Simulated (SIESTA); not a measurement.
Crystal: Co.

```
CELL_PARAMETERS angstrom
0.00000 3.21737 3.21737
3.21737 0.00000 3.21737
3.21737 3.21737 0.00000
ATOMIC_POSITIONS crystal
Co 0.12500 0.12500 0.12500
Co 0.62500 0.12500 0.12500
Co 0.12500 0.62500 0.12500
Co 0.12500 0.12500 0.62500
Co 0.50000 0.50000 0.50000
Co 0.75000 0.75000 0.75000
```

This isn't the form of Co at room conditions, which is hcp.

| Property | Result |
| --- | --- |
| Program | SIESTA 5.4.2 |
| Task | single point |
| Functional | PBEsol |
| Potentials or basis | PseudoDojo 0.4 standard (PBEsol files) |
| Basis | DZP (energy shift 0.003 Ry; two zetas on semicore shells) |
| Grid cutoff | 800 Ry |
| Energy shift | 0.003 Ry |
| k mesh | 7 × 7 × 7 |
| Occupations | fermi-dirac, width 0.05 eV |
| Spin | collinear spin, ferromagnetic start |
| Starting moments | [2.0, 2.0, 2.0, 2.0, 2.0, 2.0] μB |

On this cell: pressure -4.0 GPa; largest force zero by symmetry; net moment 9.88 μB per cell; site moments Co +1.62, +1.71 μB; band gap on the k mesh none (metal or under the smearing width).

The same run follows on a disturbed copy (atoms moved at random, drawn with an rms of 0.05 Å):

```
Co
1.0
     0.00000    3.21737    3.21737
     3.21737    0.00000    3.21737
     3.21737    3.21737    0.00000
Co
6
Cartesian
  0.8481 0.7976 0.7806
  0.8094 2.4186 2.4277
  2.4441 0.8425 2.3872
  2.4519 2.3697 0.7862
  3.2241 3.2564 3.2077
  4.8073 4.8277 4.7968
```

What does the disturbed cell give?

The energy (extrapolated to zero smearing) moves by +10.2 meV/atom; pressure -3.4 GPa; largest force 0.856 eV/Å; net moment 9.88 μB per cell; site moments Co +1.62, +1.61, +1.71 μB; band gap on the k mesh none (metal or under the smearing width).

Forces on the atoms (eV/Å):
```
Co  -0.421  0.107  0.176
Co   0.234 -0.195 -0.643
Co   0.072 -0.518  0.632
Co  -0.229  0.810 -0.156
Co   0.103 -0.206 -0.070
Co   0.234  0.013  0.065
```

Stress tensor (GPa, compression positive):
```
-3.48 -0.07 -0.32
-0.07 -3.37 -0.31
-0.32 -0.31 -3.43
```

Caveats: short orbitals over semicore shells can move pressures by several GPa; the basis of atomic orbitals isn't converged, which shifts pressures, moduli and gaps.
